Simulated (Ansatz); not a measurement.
From input file to script: GdGa₂, space group P6/mmm in Ansatz 0.2.0.

```yaml
crystal:
  lattice: { a: 4.223, b: 4.223, c: 4.137, alpha: 90.0, beta: 90.0, gamma: 120.0 }
  space_group: 191
  atoms:
    - { symbol: Gd, position: [0.0, 0.0, 0.0] }
    - { symbol: Ga, position: [0.3333333333333, 0.6666666666667, 0.5] }
basis:
  ecutwfc: 630.0
kpoints:
  mp_grid: { grid: [4, 4, 3] }
hamiltonian:
  xc: r2scan
  dispersion: d4
  pseudopotentials: { kind: paw }
magnetization:
  spin_polarized: true
  per_species: { Gd: 4.9 }
scf:
  convergence: { dr2_threshold: 1.0e-08 }
  occupations: { method: fermi_dirac, width: 0.1 }
output:
  write_density: true
  write_potential: true
  volumetric_format: npy
  populations: true
  elf: true
  stress: true
```

The program run on that file:
```console
$ ansatz run input.yaml --threads 1 --pin off --max-ram 3072MiB --backend cpu --events-out ev --progress --plain --runs-dir out
Warning: where an SCF of this run starts from atoms to list the orders of its open shells, Gd (site 0, from 0) starts with 6.64 μB on its 4f shell, in the place of the 4.90 μB that the deck gives it: an open f shell starts with all that it can hold by Hund's first rule. To start from spheres of the given moment, type scf.initial_density.shell_occupations: []
Warning: output.stress: scf.convergence.dr2_threshold = 1e-8 eV is looser than the 3e-10 eV advised for a printed stress (1e-10 eV for each atom of the cell: 3). What an SCF threshold leaves in a stress goes as its square root, and in the free energy as the threshold itself, and one threshold admits the most on a small cell: of the crystals measured, under [...]
crystal.space_group: 191 is read as P6/mmm: the typed cell holds Gd1Ga2 (Gd 1a, Ga 2d). Least distances (Å): Gd–Gd 4.137, Gd–Ga 3.197, Ga–Ga 2.438
crystal.space_group generates its sites in this order, which a site index counts, at these fractional coordinates of the primitive cell where crystal.reduce_to_primitive is true, and else of the cell that is read (crystal.supercell repeats the list replica by replica, and crystal.defects acts on that): 0: Gd [0.000000, 0.000000, 0.000000]; 1: Ga [0.333333, [...]
Gd: projections on atomic orbitals take those of the free atom [Kr 4d10] 4f7 5s2 5p6 5d1 6s2, of charge +0.00 (hamiltonian.pseudopotentials.projection_atoms); the dataset's partial waves leave at most 2.5e-4 of an orbital's norm unspanned inside its sphere
Engine: ansatz 0.2.0, x86_64-unknown-linux-gnu
Pseudopotentials: kind: paw
Pseudopotential: Gd, paw, valence charge 18, recommended cutoff 500 eV (meta_gga), Gd.paw.azcp
Pseudopotential: Ga, paw, valence charge 13, recommended cutoff 500 eV (meta_gga), Ga.paw.azcp
Functional definition: r2SCAN
  parameter k0 = 0.174
  parameter k1 = 0.065
  parameter a1 = 4.9479
  exchange = r2scan_x(k0 = k0, k1 = k1, a1 = a1)
  correlation = r2scan_c
Crystal: 3 atoms, lattice volume = 63.894 Å³
Basis set: ecut = 630 eV, 2267 PW (Γ), exchange–correlation on 144×144×144 points (64 copies of the dense FFT grid, shifted against one another)
Bands: 30, of which v1, the nominal top of the filled ones, is band 22 counted from 1 (21 counted from 0)
Symmetry: 24 space group operations
Space group: P6/mmm (ITA 191), of the structure as read, at distance tolerance 4.0e-5 Å
Magnetic group: BNS 191.233 (UNI 1463), of the structure as read, at distance tolerance 4.0e-5 Å
k-points: 8 of 48
Non-local potential: Gd, projectors of the file, l = 0: 3, l = 1: 2, l = 2: 2, l = 3: 3
Non-local potential: Ga, projectors of the file, l = 0: 2, l = 1: 2, l = 2: 3, l = 3: 1
PAW form: soft (Blöchl's): semilocal exchange-correlation on the pseudo side does not see the compensation charge
PAW frozen core: Gd, regenerated for the run's functional (the file was generated under x = pbe(κ = 0.804, μ = 0.2195149727645171), c = pbe(β = 0.06672455060314922))
PAW frozen core: Ga, regenerated for the run's functional (the file was generated under x = pbe(κ = 0.804, μ = 0.2195149727645171), c = pbe(β = 0.06672455060314922))
PAW one-centre angular grid: Gd, 2702 points (default); XC on 224 Gauss nodes
PAW one-centre angular grid: Ga, 590 points (default); XC on 160 Gauss nodes
Initial density: superposition of atomic densities (chi_scale 0.1, normalization cell, long waves kept (reshape's long-wave potential 0.00 eV rms))
Starting moments: Σ|m| = 4.9 μB on 1 of 3 sites
Initial wavefunctions: pseudopotential atomic-orbital guess
Functional: x = r2scan, c = r2scan; τ floored in thin density (d = 2e-4 eV/Å³)
iter 1 solved again at ethr=2.23e-3 eV; its pass at ethr=3.10e-3 eV (dr2=9.82e-1 eV) is discarded
SCF iter   1: F=—  HF=-16928.779232 eV  |F-HF|=—  |Δ(HF+E_count)|=         —  Δρ=3.61e-2 (↑2.64e-2 ↓3.61e-2)  dr2=9.74e-1  dr2_τ=2.11e-2  dr2_m=2.94e-1  M=7.047 μB ∫|m|=7.107 μB  β_m=1.00  ethr=2.23e-3  ⟨swp⟩=2.0  Hψ=2473  notcnv=0
Mixer restart at iter 1: flushing history
preconditioner: auto → Kerker (q_TF=auto, 2.564 Å⁻¹)  [metal: Δε(μ)=0.109 eV  Ē_g=13.365 eV  σ=0.100 eV  W_gap=0.26  n_scr=20 (ndim 8)  ℏωp=30.1 eV  f_vac=0.000  D(μ)=2.02/eV (n_scr^D=20)]
spin=Collinear: Kerker preconditioning applied to the charge; magnetization (m = ρ↑ − ρ↓) channel mixes plain (no charge-response kernel on spin).
SCF iter   2: F=—  HF=-16928.858275 eV  |F-HF|=—  |Δ(HF+E_count)|=   7.90e-2  Δρ=1.80e-2 (↑1.55e-2 ↓1.80e-2)  dr2=5.24e-1  dr2_τ=2.82e-3  dr2_m=4.63e-3  M=7.111 μB ∫|m|=7.215 μB  β_m=1.00  ethr=2.21e-3  ⟨swp⟩=2.4  Hψ=1013  notcnv=0  κ⁻¹=1.0e0(r=1)
SCF iter   3: F=—  HF=-16929.026291 eV  |F-HF|=—  |Δ(HF+E_count)|=   1.68e-1  Δρ=1.33e-2 (↑1.07e-2 ↓1.33e-2)  dr2=2.84e-1  dr2_τ=1.29e-3  dr2_m=2.07e-3  M=7.169 μB ∫|m|=7.317 μB  β_m=1.00  ethr=1.19e-3  ⟨swp⟩=2.5  Hψ=753  notcnv=0  κ⁻¹=9.7e-2(r=2)
SCF iter   4: F=—  HF=-16929.279625 eV  |F-HF|=—  |Δ(HF+E_count)|=   2.53e-1  Δρ=6.03e-3 (↑6.03e-3 ↓5.84e-3)  dr2=8.69e-2  dr2_τ=2.01e-4  dr2_m=8.41e-5  M=7.219 μB ∫|m|=7.421 μB  β_m=1.00  ethr=6.46e-4  ⟨swp⟩=2.4  Hψ=941  notcnv=0  defer=1  κ⁻¹=2.4e-2(r=3)
SCF iter   5: F=—  HF=-16929.346400 eV  |F-HF|=—  |Δ(HF+E_count)|=   6.68e-2  Δρ=2.49e-3 (↑2.49e-3 ↓2.33e-3)  dr2=1.63e-2  dr2_τ=7.41e-5  dr2_m=1.19e-4  M=7.235 μB ∫|m|=7.440 μB  β_m=1.00  ethr=1.98e-4  ⟨swp⟩=2.1  Hψ=1026  notcnv=0  κ⁻¹=4.2e-3(r=4)
SCF iter   6: F=—  HF=-16929.339236 eV  |F-HF|=—  |Δ(HF+E_count)|=   7.16e-3  Δρ=1.17e-3 (↑1.17e-3 ↓1.13e-3)  dr2=2.15e-3  dr2_τ=1.84e-5  dr2_m=2.94e-4  M=7.248 μB ∫|m|=7.432 μB  β_m=1.00  ethr=3.70e-5  ⟨swp⟩=2.1  Hψ=827  notcnv=0  κ⁻¹=7.3e-4(r=5)
SCF iter   7: F=—  HF=-16929.341222 eV  |F-HF|=—  |Δ(HF+E_count)|=   1.99e-3  Δρ=7.76e-4 (↑7.76e-4 ↓5.62e-4)  dr2=1.01e-3  dr2_τ=8.12e-6  dr2_m=1.98e-5  M=7.259 μB ∫|m|=7.443 μB  β_m=1.00  ethr=4.88e-6  ⟨swp⟩=2.1  Hψ=915  notcnv=0  κ⁻¹=1.8e-4(r=6)
SCF iter   8: F=—  HF=-16929.342399 eV  |F-HF|=—  |Δ(HF+E_count)|=   1.18e-3  Δρ=5.80e-4 (↑4.39e-4 ↓5.80e-4)  dr2=6.41e-4  dr2_τ=3.63e-6  dr2_m=1.03e-5  M=7.258 μB ∫|m|=7.449 μB  β_m=1.00  ethr=2.30e-6  ⟨swp⟩=2.0  Hψ=948  notcnv=0  κ⁻¹=1.4e-5(r=7)
SCF iter   9: F=—  HF=-16929.342640 eV  |F-HF|=—  |Δ(HF+E_count)|=   2.41e-4  Δρ=2.95e-4 (↑1.24e-4 ↓2.95e-4)  dr2=9.14e-5  dr2_τ=3.53e-7  dr2_m=1.07e-5  M=7.252 μB ∫|m|=7.452 μB  β_m=1.00  ethr=1.46e-6  ⟨swp⟩=2.0  Hψ=835  notcnv=0  κ⁻¹=3.4e-6(r=8)
SCF iter  10: F=—  HF=-16929.342601 eV  |F-HF|=—  |Δ(HF+E_count)|=   3.89e-5  Δρ=6.85e-5 (↑6.85e-5 ↓6.50e-5)  dr2=7.53e-6  dr2_τ=1.09e-7  dr2_m=3.36e-7  M=7.250 μB ∫|m|=7.448 μB  β_m=1.00  ethr=2.08e-7  ⟨swp⟩=2.6  Hψ=851  notcnv=0  κ⁻¹=4.5e-6(r=8)
SCF iter  11: F=—  HF=-16929.342621 eV  |F-HF|=—  |Δ(HF+E_count)|=   1.96e-5  Δρ=5.31e-5 (↑4.67e-5 ↓5.31e-5)  dr2=5.54e-6  dr2_τ=6.48e-8  dr2_m=4.23e-8  M=7.251 μB ∫|m|=7.448 μB  β_m=1.00  ethr=1.71e-8  ⟨swp⟩=2.0  Hψ=835  notcnv=0  κ⁻¹=1.7e-6(r=8)
SCF iter  12: F=—  HF=-16929.342638 eV  |F-HF|=—  |Δ(HF+E_count)|=   1.77e-5  Δρ=5.30e-5 (↑5.30e-5 ↓5.06e-5)  dr2=3.91e-6  dr2_τ=3.61e-8  dr2_m=3.50e-8  M=7.251 μB ∫|m|=7.448 μB  β_m=1.00  ethr=1.26e-8  ⟨swp⟩=2.0  Hψ=835  notcnv=0  κ⁻¹=9.2e-7(r=8)
SCF iter  13: F=—  HF=-16929.342639 eV  |F-HF|=—  |Δ(HF+E_count)|=   4.91e-7  Δρ=2.15e-5 (↑1.88e-5 ↓2.15e-5)  dr2=4.59e-7  dr2_τ=7.70e-9  dr2_m=2.60e-8  M=7.251 μB ∫|m|=7.448 μB  β_m=1.00  ethr=8.88e-9  ⟨swp⟩=2.0  Hψ=835  notcnv=0  κ⁻¹=2.6e-6(r=8)
SCF iter  14: F=—  HF=-16929.342638 eV  |F-HF|=—  |Δ(HF+E_count)|=   8.11e-7  Δρ=1.43e-5 (↑1.41e-5 ↓1.43e-5)  dr2=1.26e-7  dr2_τ=3.65e-9  dr2_m=1.40e-8  M=7.252 μB ∫|m|=7.448 μB  β_m=1.00  ethr=1.04e-9  ⟨swp⟩=2.0  Hψ=835  notcnv=0  κ⁻¹=1.0e-5(r=8)
[... 1 lines left out ...]
SCF iter  16: F=—  HF=-16929.342640 eV  |F-HF|=—  |Δ(HF+E_count)|=   2.07e-7  Δρ=4.20e-6 (↑3.64e-6 ↓4.20e-6)  dr2=1.27e-8  dr2_τ=3.54e-10  dr2_m=1.27e-9  M=7.251 μB ∫|m|=7.448 μB  β_m=1.00  ethr=9.93e-11  ⟨swp⟩=2.0  Hψ=832  notcnv=0  κ⁻¹=4.7e-6(r=8)
SCF iter  17: F=—  HF=-16929.342640 eV  |F-HF|=—  |Δ(HF+E_count)|=   5.20e-8  Δρ=1.64e-6 (↑1.48e-6 ↓1.64e-6)  dr2=3.03e-9  dr2_τ=4.81e-11  dr2_m=1.38e-10  M=7.251 μB ∫|m|=7.448 μB  β_m=1.00  ethr=2.89e-11  ⟨swp⟩=2.0  Hψ=837  notcnv=0  κ⁻¹=1.4e-5(r=8)
SCF iter  18: F=-16929.342640 eV  HF=-16929.342640 eV  |F-HF|=4.29e-10  |Δ(HF+E_count)|=   1.14e-9  Δρ=6.98e-7 (↑6.98e-7 ↓6.14e-7)  dr2=5.61e-10  dr2_τ=9.39e-12  dr2_m=3.19e-11  M=7.251 μB ∫|m|=7.448 μB  ethr=6.89e-12  ⟨swp⟩=5.7  Hψ=2813  notcnv=0
SCF 1 converged in 18 iterations: F = -16929.342640 eV  dr2 = 5.61e-10
  greatest PAW one-centre occupation: 0.993 electrons in one spin orbital (limit 2), on the Ga atom at site 2 (counted from 0), in its partial waves of l = 2
this state was not tested for a lower state beside it, because the mixer in use, unlike msr1, does not test its closes by its own steps (another_mixer; see scf.mixing.algorithm and scf.lower_state_search)
SCF converged after 18 iterations
Magnetization: 7.2514 μB (25.6257 up, 18.3743 down)
Absolute magnetization: 7.4430 μB (∫|ρ↑−ρ↓|, with the PAW one-centre terms)
Spin contamination: 0.0590 ħ² per cell (⟨S²⟩ above its minimum at these occupations)
Per-site moments (μB) at R_I (Å): [(7.149421000837617, 1.3189211670463146), (-0.026722909940697783, 1.005736952049963), (-0.026722909940697814, 1.005736952049963)]
Free energy (F): -16929.342640 eV
Harris-Foulkes:  -16929.342640 eV  (|F-HF|=4.29e-10)
Internal energy: -16929.294898 eV  (E = F + TS)
E sigma→0 (E₀):  -16929.318769 eV
Entropy (-TS):   -0.047742 eV (-15.914 meV/atom)
Fermi energy:    11.888590 eV
--- Per-component energies (eV) ---
  E_band       = -70.558121
  E_kinetic    = 635.119374
  E_local      = -5593.409575  (includes V_loc(G=0)·N_el)
  E_nonlocal   = 1132.890917
  E_hartree    = 2536.736876
  E_xc         = -352.716748
  E_vxc        = -405.550229  (∫ρ·V_xc dr)
  E_paw        = -10469.949089  (= ΣΔE_a)
  E_vpaw       = -934.963221  (= ΣTr[D̂ρ^β])
  E_aug_tail   = -0.000001  (compensation charges beyond the density's cutoff)
  E_vtau       = 21.881476  (kinetic-family band-sum trace: ∫τ·v_τ [+ j·A + Jᵃ·Aᵃ] dr)
  E_ewald      = -4816.573875
  E_disp       = -0.425963  (pairwise vdW)
  E_core_change = -0.966815  (= ΣΔE_core)
  E_smearing   = -0.047742  (= −TS)
  E_closure    = -0.000000  (closes the sum)
  Σ components = -16929.342640   (vs F -16929.342640, Δ=0.00e0)
--- Stress (GPa, compression-positive) ---
       -2.475596       0.000000       0.000000
        0.000000      -2.475596      -0.000000
        0.000000      -0.000000       0.000035
  P = ⅓ Tr σ = -1.6504 GPa (-16.504 kbar)
--- Band table (eV; the first three rows and the last of 16) ---
  k-point 0 ↑: bands = ["-35.0285", "-11.7784", "-11.6848", "-11.6848", "-3.2731", "-3.1834", "-3.1834", "-3.1407", "-3.1407", "-3.0009", "-3.0009", "-2.8705", "-2.8705", "-2.8224", "1.6816", "6.4935", "6.5080", "6.5105", "6.5105", "6.5290", "6.5290", "6.5522", "10.8779", "10.8779", "11.3930", "11.9447", "13.2904", "14.8801", "14.8801", "16.0292"]
  k-point 1 ↑: bands = ["-35.0258", "-11.8767", "-11.6763", "-11.6763", "-3.2568", "-3.1827", "-3.1827", "-3.1496", "-3.1496", "-3.0112", "-3.0112", "-2.8635", "-2.8635", "-2.8088", "2.5284", "6.4967", "6.4983", "6.5042", "6.5042", "6.5295", "6.5295", "6.5524", "8.0448", "11.8845", "11.8845", "12.8014", "12.8014", "14.0282", "14.3769", "14.6879"]
  k-point 2 ↑: bands = ["-35.0260", "-11.7712", "-11.7497", "-11.6990", "-3.3268", "-3.3008", "-3.2263", "-3.1623", "-3.1200", "-2.9030", "-2.8925", "-2.8526", "-2.8512", "-2.8053", "2.4734", "6.4837", "6.5009", "6.5102", "6.5167", "6.5291", "6.5338", "6.5347", "8.0200", "10.8042", "11.3718", "11.4044", "14.1432", "14.6470", "15.1737", "15.9169"]
  k-point 7 ↓: bands = ["-31.2926", "-9.1988", "-9.1381", "-9.0743", "-3.4539", "-3.2895", "-3.2340", "-3.1960", "-3.0666", "-2.9623", "-2.8573", "-2.8440", "-2.8307", "-2.6805", "4.2044", "6.3602", "9.1998", "10.5925", "11.5701", "13.5557", "13.5677", "13.6123", "13.6558", "13.6753", "13.7115", "13.7310", "15.9877", "16.1059", "16.8394", "17.3039"]
--- Löwdin populations: 3 sites ---
  site symbol       q [e]    m [muB]
     0     Gd     17.3106     7.3532
     1     Ga     13.3248    -0.0520
     2     Ga     13.3248    -0.0520
  spilling = 0.000904 (of n_electrons = 44.000000)
```

Script `scf_gdga2.py`:
```python
"""Single point of GdGa2."""

from pathlib import Path
import warnings

import ansatz
import numpy as np


def main() -> None:
    warnings.simplefilter("ignore", ansatz.DeckWarning)

    xtal = (
        ansatz.Lattice.from_parameters(4.223, 4.223, 4.137, alpha=90, beta=90, gamma=120)
        .space_group(191)
        .atom("Gd", [0.0, 0.0, 0.0])
        .atom("Ga", [1 / 3, 2 / 3, 0.5])
        .moments(Gd=4.9)
    )

    # functional, basis and sampling
    calc = (
        xtal.calculation()
        .functional("r2scan", dispersion="D4")
        .pseudopotentials("paw")
        .basis(630)
        .kpoints(4, 4, 3)
        .occupations(ansatz.OccupationsMethod.FERMI_DIRAC, width=0.1)
        .spin(ansatz.SpinTreatment.COLLINEAR)
        .scf(tolerance=1e-08)
        .density()
        .potential()
        .electron_localization_function()
        .output_files(volumetric_format="npy")
        .stress()
        .populations()
    )
    session = calc.session()
    planned = session.plan(threads=1)
    res = planned.execute()
    report = res.report

    print("%-22s %14.5f eV" % ("F = E - TS", report["free_energy_ev"]))
    print("%-22s %14.5f eV" % ("E", report["internal_energy_ev"]))
    print("%-22s %14.5f eV" % ("Harris-Foulkes", report["harris_foulkes_ev"]))
    print("%-22s %14.5f eV" % ("Fermi level", report["fermi_energy_ev"]))

    print("site moments (muB):", [round(m, 2) for m in report["site_moments_mub"]])
    print("electrons up, down:", [round(n, 3) for n in report["spin_occupation_sums"]])

    folder = Path(res.write_results("fields"))
    for name in sorted(p.name for p in folder.glob("*.npy")):
        field = np.load(folder / name)
        print(f"{name:16s} {str(field.shape):16s} min {field.min():10.4f}  mean {field.mean():10.4f}  max {field.max():10.4f}")

    # pressure is a third of the trace
    stress = np.array(report["stress_gpa"])
    print(f"pressure {np.trace(stress) / 3:.3f} GPa")
    print(np.round(stress, 3) + 0.0)

    files = Path(res.write_results("tables"))
    print((files / "populations.tsv").read_text())

    print("doubts on the final state:", report["published_state_doubts"] or "none")
    print("warnings:", sorted({n["data"]["kind"] for n in res.notices if n["data"].get("severity") in ("warning", "doubt")}) or "none")


if __name__ == "__main__":
    main()
```

Running `python scf_gdga2.py` prints:
```text
F = E - TS               -16929.34264 eV
E                        -16929.29490 eV
Harris-Foulkes           -16929.34264 eV
Fermi level                  11.88859 eV
site moments (muB): [7.15, -0.03, -0.03]
electrons up, down: [25.626, 18.374]
elf.npy          (36, 36, 36)     min     0.0244  mean     0.3318  max     0.9998
elf_dn.npy       (36, 36, 36)     min     0.0250  mean     0.3402  max     0.9998
elf_up.npy       (36, 36, 36)     min     0.0236  mean     0.3256  max     0.9998
rho.npy          (36, 36, 36)     min     0.0647  mean     0.6886  max    52.5539
rho_spin.npy     (36, 36, 36)     min    -0.0139  mean     0.1135  max    15.5965
v_es.npy         (36, 36, 36)     min   -46.6244  mean     6.6630  max    15.6419
v_tot_dn.npy     (36, 36, 36)     min   -74.5792  mean    -4.2571  max    10.3456
v_tot_up.npy     (36, 36, 36)     min   -76.6078  mean    -4.5215  max     7.7051
pressure -1.650 GPa
[[-2.476  0.     0.   ]
 [ 0.    -2.476  0.   ]
 [ 0.     0.     0.   ]]
# site	symbol	l	j	q_up	q_dn
# orbitals = lowdin
# n_electrons = 44.000000
# spilling = 0.000904
# projection_atom_Gd: [Kr 4d10] 4f7 5s2 5p6 5d1 6s2
0	Gd	0_5S	-	0.972977	0.977128
0	Gd	0_6S	-	0.142816	0.120937
0	Gd	1_5P	-	2.988992	2.981871
0	Gd	2_5D	-	1.232694	0.848803
0	Gd	3_4F	-	6.994414	0.049956
1	Ga	0_4S	-	0.484579	0.500435
1	Ga	1_4P	-	1.164005	1.201150
1	Ga	2_3D	-	4.987826	4.986817
2	Ga	0_4S	-	0.484579	0.500435
2	Ga	1_4P	-	1.164005	1.201150
2	Ga	2_3D	-	4.987826	4.986817

doubts on the final state: ['stability_check_not_made']
warnings: ['stability_check_not_made']
```

Notes:
- The settings weren't tested for convergence.
- Open f shells: without a Hubbard U, without spin-orbit coupling; the state reached hangs on the start and needn't be the lowest.
- Dispersion corrections can be off by several per cent in the lattices of metals, and by several GPa in the pressure at a fixed cell.
- The mesh is modest for a metal, so energies can be off by several to tens of meV an atom and pressures by half a GPa or more; differences at equal mesh fare better.
- Only differences from the Fermi energy are physical; the zero of the scale is a convention.
- The program warned that this SCF threshold is loose for forces or stresses.
- Pressure is positive in compression.
- r2SCAN tends to overestimate the moments of itinerant magnets.
- The fields are valence quantities on the plane-wave grid; their values near the nuclei depend on the potentials.
- The structure is a deposited one; some such entries were measured under pressure or heat, so a shift against it needn't be the functional's error alone.
- The script silences the warnings on its input, which a real study should read.

(Lines on the test bed's own set-up are left out of the output.)
